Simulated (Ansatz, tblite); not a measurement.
# (HBAsH)3 ring (B3As3H6): charged states by level of theory

What does removing or adding an electron cost or gain for (HBAsH)3 ring (B3As3H6)? Each charged state is run at several levels.

Method: as each input shows; program: Ansatz 0.2.0, Gaussian basis.

Levels to be run: charge +1 doublet, at the geometry of the singlet (PBE0-D4/def2-TZVP, PBE-D4/def2-TZVP, LDA/def2-TZVP); charge -1 doublet, at the geometry of the singlet (PBE0-D4/def2-TZVPD, PBE-D4/def2-TZVPD, LDA/def2-TZVPD); the starting singlet's energies come from earlier runs.

2 further runs of the same task are left out: 2 set aside as unsound or not needed.

## 1. The structure

The geometry is that of the singlet, from an earlier relaxation (PBE-D4/def2-SVP).

12 atoms, charge 0, spin multiplicity 1.

Atoms are counted from 1 here; the program's logs count them from 0.

Bond lengths: B1–H2 1.216 Å, B1–As3 2.011 Å, B1–As9 2.038 Å, As3–B4 2.011 Å, As3–H10 1.534 Å, B4–H5 1.216 Å, B4–As6 2.038 Å, As6–B7 1.997 Å, As6–H11 1.541 Å, B7–H8 1.222 Å, B7–As9 1.997 Å, As9–H12 1.541 Å. Angles: H2–B1–As3 116.4°, H2–B1–As9 115.4°, As3–B1–As9 128.2°, B1–As3–B4 91.7°, B1–As3–H10 99.8°, B4–As3–H10 99.8°, As3–B4–H5 116.4°, As3–B4–As6 128.2°, H5–B4–As6 115.4°, B4–As6–B7 80.2°, B4–As6–H11 90.8°, B7–As6–H11 103.8°, As6–B7–H8 108.6°, As6–B7–As9 141.2°, H8–B7–As9 108.6°, B1–As9–B7 80.2°, B1–As9–H12 90.8°, B7–As9–H12 103.8°.

## 2. Charge +1 doublet at the fixed geometry, PBE0-D4/def2-TZVP

in.yaml

```yaml
crystal:
  periodic: [false, false, false]
  atoms:
    - {symbol: B, position_ang: [-0.682307, -1.181243, -0.773893]}
    - {symbol: H, position_ang: [-0.785165, -1.512146, -1.938964]}
    - {symbol: As, position_ang: [1.081776, -1.563469, 0.113326]}
    - {symbol: B, position_ang: [1.491023, 0.398790, 0.278474]}
    - {symbol: H, position_ang: [2.417748, 0.816409, -0.388062]}
    - {symbol: As, position_ang: [0.517923, 1.798173, 1.395509]}
    - {symbol: B, position_ang: [-0.912259, 0.410004, 1.268381]}
    - {symbol: H, position_ang: [-0.708322, -0.439522, 2.122662]}
    - {symbol: As, position_ang: [-2.319210, -0.264415, 0.021683]}
    - {symbol: H, position_ang: [1.926302, -1.902410, -1.121869]}
    - {symbol: H, position_ang: [0.295539, 2.671768, 0.145377]}
    - {symbol: H, position_ang: [-2.323058, 0.768061, -1.122616]}
basis:
  gaussian: {orbitals: def2-TZVP}
total_charge: 1
magnetization: {spin_polarized: true, initial_magnetization: 1}
hamiltonian: {xc: pbe0, dispersion: d4}
scf: {omitted_lower_state_checks: [starts]}
output: {orbitals: {seedname: orbitals}}
```

Command:

```console
> ansatz run in.yaml --threads 4 --pin off --events-out ev --progress --plain --max-ram 8704MiB
```

The program printed:

```text
Functional definition: PBE0
  name "PBE0"
  cite "Adamo & Barone, J. Chem. Phys. 110, 6158 (1999) doi:10.1063/1.478522"
  cite "Perdew, Burke & Ernzerhof, Phys. Rev. Lett. 77, 3865 (1996) doi:10.1103/PhysRevLett.77.3865"
  parent pbe
  parameter a = 0.25
  parameter kappa = 0.804
  parameter beta = 0.06672455060314922
  exchange = (1 - a)*pbe_x(kappa = kappa, mu = beta*pi^2/3) + a*exact_x
  correlation = pbe_c(beta = beta)
these checks for a lower state are left out or cut short: starts
2040 factors; their error is unknown
mean field evaluation 1: about -184606.7545 eV, gradient 3.9e1 eV
mean field evaluation 2: about -184588.4165 eV, gradient 6.5e1 eV
mean field evaluation 4: about -184615.4813 eV, gradient 6.8e0 eV
mean field evaluation 8: about -184615.7506 eV, gradient 2.6e-1 eV
mean field evaluation 16: about -184616.4847 eV, gradient 7.1e-2 eV
mean field evaluation 32: about -184616.4857 eV, gradient 1.9e-4 eV
mean field -184616.48572886 eV, -6784.5307129870 hartree, gradient 9.2e-6 eV, S^2 0.762087; 0 other end points of the search recorded, 0 dependent functions left out
reference -184616.48576461 eV, -6784.5307143007 hartree; 60, 59 occupied and 213, 214 virtual orbitals, 2040 factors
Total energy: -184616.88088392 eV, -6784.5452346678 hartree
Checks for a lower state left out: starts
```

Wall time 66 s (4 threads of Arm Neoverse V1, shared host); peak memory 2.7 GiB.

From the report: HOMO -11.71 eV, LUMO -10.47 eV (over both spins); ⟨S²⟩ 0.762 (pure: 0.75).

## 3. Charge +1 doublet at the fixed geometry, PBE-D4/def2-TZVP

start.molden holds the orbitals of an earlier run on this state, given as this run's starting guess.

Edit in.yaml of step 2 so:

```diff
@@ -16,6 +16,6 @@
 basis:
-  gaussian: {orbitals: def2-TZVP}
+  gaussian: {orbitals: def2-TZVP, initial_orbitals: start.molden}
 total_charge: 1
 magnetization: {spin_polarized: true, initial_magnetization: 1}
-hamiltonian: {xc: pbe0, dispersion: d4}
+hamiltonian: {xc: pbe, dispersion: d4}
 scf: {omitted_lower_state_checks: [starts]}
```

Launched as before.

The program printed:

```text
Functional definition: PBE
  name "PBE"
  cite "Perdew, Burke & Ernzerhof, Phys. Rev. Lett. 77, 3865 (1996) doi:10.1103/PhysRevLett.77.3865"
  parent pbe
  parameter kappa = 0.804
  parameter beta = 0.06672455060314922
  exchange = pbe_x(kappa = kappa, mu = beta*pi^2/3)
  correlation = pbe_c(beta = beta)
these checks for a lower state are left out or cut short: starts
1890 factors; their error is unknown
mean field evaluation 1: about -184610.6306 eV, gradient 1.0e1 eV
mean field evaluation 2: about -184610.8340 eV, gradient 2.9e-1 eV
mean field evaluation 4: about -184610.8174 eV, gradient 3.5e-2 eV
mean field evaluation 8: about -184610.8235 eV, gradient 8.0e-2 eV
mean field evaluation 16: about -184610.8239 eV, gradient 1.8e-4 eV
mean field -184610.82389805 eV, -6784.3226445426 hartree, gradient 2.5e-6 eV, S^2 0.753511; 0 other end points of the search recorded, 0 dependent functions left out
reference -184610.82394601 eV, -6784.3226463049 hartree; 60, 59 occupied and 213, 214 virtual orbitals, 1890 factors
Total energy: -184611.28243460 eV, -6784.3394954501 hartree
Checks for a lower state left out: starts
```

Wall time 20 s (4 threads of Arm Neoverse V1, shared host); peak memory 0.62 GiB.

HOMO -10.93 eV, LUMO -11.00 eV (over both spins; with the spin held, an empty level of the minority spin lies below the top filled one); ⟨S²⟩ 0.754 (pure: 0.75).

## 4. Charge +1 doublet at the fixed geometry, LDA/def2-TZVP

Edit in.yaml of step 3 so:

```diff
@@ -19,3 +19,3 @@
 magnetization: {spin_polarized: true, initial_magnetization: 1}
-hamiltonian: {xc: pbe, dispersion: d4}
+hamiltonian: {xc: lda}
 scf: {omitted_lower_state_checks: [starts]}
```

Launched as before.

The program printed:

```text
Functional definition: SPW92
  name "SPW92"
  cite "Dirac, Proc. Camb. Phil. Soc. 26, 376 (1930) doi:10.1017/S0305004100016108"
  cite "Slater, Phys. Rev. 81, 385 (1951) doi:10.1103/PhysRev.81.385"
  cite "Perdew & Wang, Phys. Rev. B 45, 13244 (1992) doi:10.1103/PhysRevB.45.13244"
  exchange = slater_x
  correlation = pw_c
these checks for a lower state are left out or cut short: starts
1890 factors; their error is unknown
mean field evaluation 1: about -184348.9211 eV, gradient 3.0e1 eV
mean field evaluation 2: about -184349.5433 eV, gradient 9.5e-1 eV
mean field evaluation 4: about -184349.5506 eV, gradient 1.8e-1 eV
mean field evaluation 8: about -184349.5531 eV, gradient 5.2e-1 eV
mean field evaluation 16: about -184349.5620 eV, gradient 1.7e-5 eV
mean field -184349.56196575 eV, -6774.7214456203 hartree, gradient 1.0e-5 eV, S^2 0.751410; 0 other end points of the search recorded, 0 dependent functions left out
reference -184349.56201047 eV, -6774.7214472635 hartree; 60, 59 occupied and 213, 214 virtual orbitals, 1890 factors
Total energy: -184349.56201047 eV, -6774.7214472635 hartree
Checks for a lower state left out: starts
```

Run time: 8.5 s. Hardware: 4 threads of Arm Neoverse V1, shared host.

From the report: HOMO -11.12 eV, LUMO -11.24 eV (over both spins; with the spin held, an empty level of the minority spin lies below the top filled one); ⟨S²⟩ 0.751 (pure: 0.75).

## 5. Vertical ionisation energy

Charged state less starting state, singlet to doublet; the starting state's energies are those of its earlier runs.

```tsv
level	vertical ionisation energy (eV)	time
LDA/def2-TZVP	+8.82	11 s
PBE-D4/def2-TZVP	+8.66	26 s
PBE0-D4/def2-TZVP	+8.86	77 s
```

Times add the two runs; a level without a time comes out of a correlated run.

Beside −ε(HOMO) of the starting state:

```tsv
level	−ε(HOMO) (eV)	by difference (eV)	mismatch (eV)
LDA/def2-TZVP	6.37	8.82	-2.45
PBE-D4/def2-TZVP	6.21	8.66	-2.44
PBE0-D4/def2-TZVP	7.19	8.86	-1.67
```

## 6. Charge -1 doublet at the fixed geometry, PBE0-D4/def2-TZVPD

Edit in.yaml of step 4 so:

```diff
@@ -16,6 +16,6 @@
 basis:
-  gaussian: {orbitals: def2-TZVP, initial_orbitals: start.molden}
-total_charge: 1
+  gaussian: {orbitals: def2-TZVPD}
+total_charge: -1
 magnetization: {spin_polarized: true, initial_magnetization: 1}
-hamiltonian: {xc: lda}
+hamiltonian: {xc: pbe0, dispersion: d4}
 scf: {omitted_lower_state_checks: [starts]}
```

Same command.

The program printed (excerpt; [...] marks lines left out):

```text
Functional definition: PBE0
  name "PBE0"
  cite "Adamo & Barone, J. Chem. Phys. 110, 6158 (1999) doi:10.1063/1.478522"
  cite "Perdew, Burke & Ernzerhof, Phys. Rev. Lett. 77, 3865 (1996) doi:10.1103/PhysRevLett.77.3865"
  parent pbe
[...]
2112 factors; their error is unknown
[...]
mean field -184626.49461175 eV, -6784.8985326492 hartree, gradient 3.0e-5 eV, S^2 0.763268; 0 other end points of the search recorded, 0 dependent functions left out
reference -184626.49465903 eV, -6784.8985343864 hartree; 61, 60 occupied and 266, 267 virtual orbitals, 2112 factors
Total energy: -184626.95711174 eV, -6784.9155292103 hartree
Checks for a lower state left out: starts
```

Run time: 40 s. Hardware: 4 threads of Arm Neoverse V1, shared host; peak memory 2.2 GiB.

HOMO 0.31 eV, LUMO 2.52 eV (over both spins); ⟨S²⟩ 0.763 (pure: 0.75). Doubts: highest occupied level lies above zero.

## 7. Charge -1 doublet at the fixed geometry, PBE-D4/def2-TZVPD

Edit in.yaml of step 6 so:

```diff
@@ -16,6 +16,6 @@
 basis:
-  gaussian: {orbitals: def2-TZVPD}
+  gaussian: {orbitals: def2-TZVPD, initial_orbitals: start.molden}
 total_charge: -1
 magnetization: {spin_polarized: true, initial_magnetization: 1}
-hamiltonian: {xc: pbe0, dispersion: d4}
+hamiltonian: {xc: pbe, dispersion: d4}
 scf: {omitted_lower_state_checks: [starts]}
```

Launched as before.

The program printed:

```text
Functional definition: PBE
  name "PBE"
  cite "Perdew, Burke & Ernzerhof, Phys. Rev. Lett. 77, 3865 (1996) doi:10.1103/PhysRevLett.77.3865"
  parent pbe
  parameter kappa = 0.804
  parameter beta = 0.06672455060314922
  exchange = pbe_x(kappa = kappa, mu = beta*pi^2/3)
  correlation = pbe_c(beta = beta)
these checks for a lower state are left out or cut short: starts
2022 factors; their error is unknown
mean field evaluation 1: about -184620.5190 eV, gradient 1.0e1 eV
mean field evaluation 2: about -184620.7124 eV, gradient 2.5e-1 eV
mean field evaluation 4: about -184620.6851 eV, gradient 2.8e-3 eV
mean field -184620.68506146 eV, -6784.6850356139 hartree, gradient 3.2e-5 eV, S^2 0.757589; 0 other end points of the search recorded, 0 dependent functions left out
reference -184620.68512465 eV, -6784.6850379358 hartree; 61, 60 occupied and 266, 267 virtual orbitals, 2022 factors
Total energy: -184621.22186499 eV, -6784.7047627797 hartree
Checks for a lower state left out: starts
```

Wall time 18 s (4 threads of Arm Neoverse V1, shared host); peak memory 0.84 GiB.

Report: HOMO 0.98 eV, LUMO 1.72 eV (over both spins); ⟨S²⟩ 0.758 (pure: 0.75). Doubts: highest occupied level lies above zero.

## 8. Charge -1 doublet at the fixed geometry, LDA/def2-TZVPD

Edit in.yaml of step 7 so:

```diff
@@ -19,3 +19,3 @@
 magnetization: {spin_polarized: true, initial_magnetization: 1}
-hamiltonian: {xc: pbe, dispersion: d4}
+hamiltonian: {xc: lda}
 scf: {omitted_lower_state_checks: [starts]}
```

Same command.

The program printed:

```text
Functional definition: SPW92
  name "SPW92"
  cite "Dirac, Proc. Camb. Phil. Soc. 26, 376 (1930) doi:10.1017/S0305004100016108"
  cite "Slater, Phys. Rev. 81, 385 (1951) doi:10.1103/PhysRev.81.385"
  cite "Perdew & Wang, Phys. Rev. B 45, 13244 (1992) doi:10.1103/PhysRevB.45.13244"
  exchange = slater_x
  correlation = pw_c
these checks for a lower state are left out or cut short: starts
2022 factors; their error is unknown
mean field evaluation 1: about -184359.1139 eV, gradient 3.0e1 eV
mean field evaluation 2: about -184359.7450 eV, gradient 9.4e-1 eV
mean field evaluation 4: about -184359.7363 eV, gradient 1.5e-1 eV
mean field evaluation 8: about -184359.7364 eV, gradient 2.6e-5 eV
mean field -184359.73642338 eV, -6775.0953500416 hartree, gradient 3.1e-5 eV, S^2 0.753032; 0 other end points of the search recorded, 0 dependent functions left out
reference -184359.73648356 eV, -6775.0953522533 hartree; 61, 60 occupied and 266, 267 virtual orbitals, 2022 factors
Total energy: -184359.73648356 eV, -6775.0953522533 hartree
Checks for a lower state left out: starts
```

It took 9 s on 4 threads of Arm Neoverse V1, shared host; peak memory 0.85 GiB.

HOMO 0.92 eV, LUMO 1.42 eV (over both spins); ⟨S²⟩ 0.753 (pure: 0.75). Doubts: highest occupied level lies above zero.

## 9. Vertical electron affinity

Starting state less charged state (positive: the electron is bound), singlet to doublet; the starting state's energies are those of its earlier runs.

```tsv
level	vertical electron affinity (eV)	time
LDA/def2-TZVPD	+1.32	13 s
PBE-D4/def2-TZVPD	+1.24	26 s
PBE0-D4/def2-TZVPD	+1.18	55 s
```

Times add the two runs; a level without a time comes out of a correlated run.

Beside −ε(LUMO) of the starting state:

```tsv
level	−ε(LUMO) (eV)	by difference (eV)	mismatch (eV)
LDA/def2-TZVPD	3.58	1.32	+2.26
PBE-D4/def2-TZVPD	3.38	1.24	+2.13
PBE0-D4/def2-TZVPD	2.57	1.18	+1.39
```

## 10. Summary of results

```
                                             quantity                               value
 vertical ionisation energy, functionals in def2-TZVP  8.66 (PBE-D4) to 8.86 eV (PBE0-D4)
vertical electron affinity, functionals in def2-TZVPD     1.18 (PBE0-D4) to 1.32 eV (LDA)
```

In words: The vertical ionisation energy spans 8.66 to 8.86 eV over the functionals. −ε(HOMO) misses the level's own difference by -1.67 eV at best (PBE0-D4) and -2.45 eV at worst (LDA). The vertical electron affinity spans 1.18 to 1.32 eV over the functionals. The anion's highest level lies above zero where self-interaction lifts it, so diffuse functions weigh on these values. −ε(LUMO) misses the level's own difference by +1.39 eV at best (PBE0-D4) and +2.26 eV at worst (LDA).
